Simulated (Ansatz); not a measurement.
**FH₃OSiSn: ionisation energy by level of theory**

The task here is to estimate one member of a computed series from the others.

Program: Ansatz 0.2.0, Gaussian basis. Level of theory: unrestricted cation, the program's frozen cores in correlated methods. These are calculated values, not measurements.

Plan: UKS PBE-D4/def2-TZVPP; UKS r2SCAN-D4/def2-TZVPP; UKS PBE0-D4/def2-TZVPP; UKS B3LYP-D4/def2-TZVPP; UKS wB97X-V/def2-TZVPP; UKS wB97M-V/def2-TZVPP; then −ε(HOMO) from the neutral's earlier runs with LDA (SPW92), PBE-D4, revPBE-D4, BLYP-D4, r2SCAN-D4, B97M-V, PBE0-D4, B3LYP-D4, r2SCANh-D4, r2SCAN0-D4, HSE06-D4, BHLYP-D4, CAM-B3LYP-D4, LC-ωPBE, ωB97X-V, ωB97M-V.

### The relaxed structure

An earlier PBE0-D4 in a triple-zeta def2 set relaxation fixed the geometry. Sn takes the def2 core potential; no spin-orbit term is included.

7 atoms, charge 0, spin multiplicity 1.

Atoms are counted from 1 here; the program's logs count them from 0.

Bond lengths: F1–Sn2 1.945 Å, Sn2–O3 1.961 Å, O3–Si4 1.641 Å, Si4–H5 1.488 Å, Si4–H6 1.488 Å, Si4–H7 1.487 Å. Angles: F1–Sn2–O3 95.4°, Sn2–O3–Si4 140.3°, O3–Si4–H5 111.1°, O3–Si4–H6 111.1°, O3–Si4–H7 108.5°, H5–Si4–H6 108.7°, H5–Si4–H7 108.6°, H6–Si4–H7 108.6°.

Set-up of the first run:

Contents of in.yaml:

```yaml
crystal:
  periodic: [false, false, false]
  atoms:
    - {symbol: F, position_ang: [-1.710442, -1.987189, 0.024951]}
    - {symbol: Sn, position_ang: [0.149642, -2.468844, 0.323750]}
    - {symbol: O, position_ang: [0.838937, -0.638448, 0.178942]}
    - {symbol: Si, position_ang: [0.309237, 0.892160, -0.082608]}
    - {symbol: H, position_ang: [-0.343299, 1.013235, -1.414118]}
    - {symbol: H, position_ang: [-0.661134, 1.310308, 0.964687]}
    - {symbol: H, position_ang: [1.478159, 1.810678, -0.041203]}
basis:
  gaussian: {orbitals: def2-TZVPP}
total_charge: 1
magnetization: {spin_polarized: true, initial_magnetization: 1}
hamiltonian: {xc: pbe, dispersion: d4}
```

The run is started by

```console
> ansatz run in.yaml --threads 2 --pin off --events-out ev --progress --plain --max-ram 32768MiB --backend cpu
```

Steps of the session up to this table: Cation, UKS PBE-D4/def2-TZVPP; Cation, UKS r2SCAN-D4/def2-TZVPP; Cation, UKS PBE0-D4/def2-TZVPP; Cation, UKS B3LYP-D4/def2-TZVPP; Cation, UKS wB97X-V/def2-TZVPP; Cation, UKS wB97M-V/def2-TZVPP.

One table of the session follows, with a row left open; its other results are not shown here.

It belongs to the step «Ionisation energies side by side». For comparison, −ε(HOMO) of the neutral from earlier runs:

| functional | −ε(HOMO) (eV) |
| --- | --- |
| LDA (SPW92) | 7.22 |
| PBE-D4 | 7.09 |
| revPBE-D4 | ? |
| BLYP-D4 | 6.99 |
| r2SCAN-D4 | 7.44 |
| B97M-V | 7.42 |
| PBE0-D4 | 8.40 |
| B3LYP-D4 | 8.22 |
| r2SCANh-D4 | 7.93 |
| r2SCAN0-D4 | 8.63 |
| HSE06-D4 | 8.00 |
| BHLYP-D4 | 9.52 |
| CAM-B3LYP-D4 | 9.76 |
| LC-ωPBE | 10.96 |
| ωB97X-V | 10.67 |
| ωB97M-V | 10.61 |

Q: Estimate the row for revPBE-D4 from the others.

The run gave: −ε(HOMO) (eV): 7.03. In the column «−ε(HOMO) (eV)» it lies between BLYP-D4 (6.99) and PBE-D4 (7.09).

To keep in mind: The cation may have settled in a state other than its lowest; no search over hole states beyond the program's own was made.
